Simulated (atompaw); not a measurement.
# Te: generating and testing a PAW (atompaw) potential

Aim: build the potential from the settings below, then test how well it stands in for the atom: scattering, ghost states and the plane-wave cutoff that it needs.

Program: atompaw 4.2.0.5. Reference atom: PBE, scalar-relativistic, spherical and spin-unpolarised. All values are calculated.

3 further runs of the same task are left out: 1 that didn't finish, 2 set aside as unsound or not needed.

### Step 1. The design

The settings as typed:

- element: tellurium (Te, Z = 52)
- type: PAW
- frozen core: [Ar] 3d10
- valence charge: 24
- reference configuration: 4s2 4p6 4d10 5s1.75 5p4.25
- partial waves: 4s (bound): rc 1.06 bohr; 5s (bound): rc 1.70 bohr; 4p (bound): rc 0.95 bohr; 5p (bound): rc 1.45 bohr; 4d (bound): rc 1.70 bohr; 4d channel at -0.8 Ry: rc 1.70 bohr
- local potential: bessel scheme, radius 1.30 bohr
- core correction: smooth core density matched at 1.20 bohr
- augmentation charge: besselshape compensation charge, radius 1.35 bohr; PAW radius 1.70 bohr; waves and projectors: custom polynom2 7 10 vanderbiltortho

An earlier all-electron run gives the scale for the radii.

All-electron outer shells of the reference configuration (PBE, scalar-relativistic, ld1.x):

```json
{"shell": "3p", "level (eV)": "-804.27", "outermost node (bohr)": "0.13", "outermost maximum (bohr)": "0.29"}
{"shell": "3d", "level (eV)": "-560.42", "outermost node (bohr)": "–", "outermost maximum (bohr)": "0.24"}
{"shell": "4s", "level (eV)": "-164.75", "outermost node (bohr)": "0.38", "outermost maximum (bohr)": "0.70"}
{"shell": "4p", "level (eV)": "-114.77", "outermost node (bohr)": "0.38", "outermost maximum (bohr)": "0.74"}
{"shell": "4d", "level (eV)": "-42.00", "outermost node (bohr)": "0.36", "outermost maximum (bohr)": "0.81"}
{"shell": "5s", "level (eV)": "-15.30", "outermost node (bohr)": "0.91", "outermost maximum (bohr)": "1.80"}
{"shell": "5p", "level (eV)": "-6.09", "outermost node (bohr)": "1.00", "outermost maximum (bohr)": "2.17"}
```

### Step 2. Generation

Input file Te.input:

```
Te 52
GGA-PBE scalarrelativistic loggrid 1500 logderivrange -14 5 476
5 5 4 0 0 0
5 0 1.75
5 1 4.25
0 0 0
c
c
c
v
v
c
c
v
v
c
v
2
1.70 1.35 1.30 1.20
n
n
y
-0.8
n
custom polynom2 7 10 vanderbiltortho besselshape
bessel
1.06
1.70
0.95
1.45
1.70
1.70
PWSCFOUT
UPFDX 0.0125d0 UPFXMIN -7.d0 UPFZMESH 52.d0
END
```

Command:

```sh
$ atompaw < Te.input > Te.log
```

Q: Predict the outcome of this session. Wanted: cutoffs; bound ghosts; largest phase difference near zero energy, channels read; lowest eigenvalue of the overlap; share of valence orbitals outside the PAW sphere; UPF file.

**Answer**, as computed:

| quantity | value |
| --- | --- |
| cutoffs | not determined |
| bound ghosts | not determined |
| largest phase difference near zero energy, channels read | 0.002 rad |
| lowest eigenvalue of the overlap (Bessel basis) | 0.526 (s) |
| share of valence orbitals outside the PAW sphere | 4s 0 %, 5s 68 %, 4p 1 %, 5p 85 %, 4d 5 % |
| UPF file | written |

In words: Even at 400 Ry an occupied level stays 101 mRy from its reference, so no cutoffs are read. Ghosts could not be judged. Near zero energy the phases of the channels with partial waves agree within 0.002 rad. All of this concerns the isolated atom, not yet a solid.
